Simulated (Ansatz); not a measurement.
# Be: the cost of one run

Method: DFT PBEsol, scalar-relativistic, plane waves, PAW, in Ansatz 0.2.0.

The COD cell was measured well above room temperature, so it is larger than a cold one.

**1. The starting structure**

Symmetry: P6_3/mmc, No. 194, hexagonal system. Conventional cell: a = 2.300 Å, b = 2.300 Å, c = 3.601 Å, α = 90.00°, β = 90.00°, γ = 120.00°. Be (site symmetry -6m2) is surrounded by 12 Be at 2.24 to 2.30 Å.

Structure file:

```cif
data_structure
_symmetry_space_group_name_H-M 'P6_3/mmc'
_symmetry_Int_Tables_number 194
_cell_length_a 2.2995
_cell_length_b 2.2995
_cell_length_c 3.6009
_cell_angle_alpha 90.000
_cell_angle_beta 90.000
_cell_angle_gamma 120.000
_cell_volume 16.49
loop_
_atom_site_label
_atom_site_type_symbol
_atom_site_symmetry_multiplicity
_atom_site_Wyckoff_symbol
_atom_site_fract_x
_atom_site_fract_y
_atom_site_fract_z
_atom_site_occupancy
Be1 Be 2 c 0.33333 0.66667 0.25000 1
```

The cell is taken as given, not relaxed at this level.

**2. The reference cell**

Reference values: F = -180.6844 eV; pressure -5.72 GPa; largest force 0.000 eV/Å; gap on the mesh none (metal). It was computed beforehand with the settings of the runs below.

**3. The scan: an axial (c/a) deformation path**

At fixed volume and fractional coordinates, lengths along (0.000, 0.000, 1.000) are scaled against those across it; ρ is that ratio over its starting value.

**4. At ρ = 0.850**

The input, input.yaml:

```yaml
crystal:
  lattice:
    - [2.4275088034, 0.0, 0.0]
    - [-1.2137544017, 2.1022842916, 0.0]
    - [0.0, 0.0, 3.2311491929]
  atoms:
    - { symbol: Be, position: [0.3333333333, 0.6666666667, 0.25] }
    - { symbol: Be, position: [0.6666666667, 0.3333333333, 0.75] }
basis:
  ecutwfc: 420
kpoints:
  mp_grid: { grid: [24, 24, 14] }
hamiltonian:
  xc: pbesol
scf:
  occupations: { method: gaussian, width: 0.15 }
output:
  forces: true
  stress: true
  eigenvalues: true
  write_density: true
  write_potential: true
  elf: true
  volumetric_format: npy
```

Run with:

```sh
$ ansatz run input.yaml --threads 1 --pin off --max-ram 2560MiB --backend cpu --events-out ev --progress --plain --runs-dir out
```

Q: Estimate wall time and peak memory on 1 thread of Arm Neoverse V1, shared host.

About 4.4 s, with a peak of 0.33 GiB.
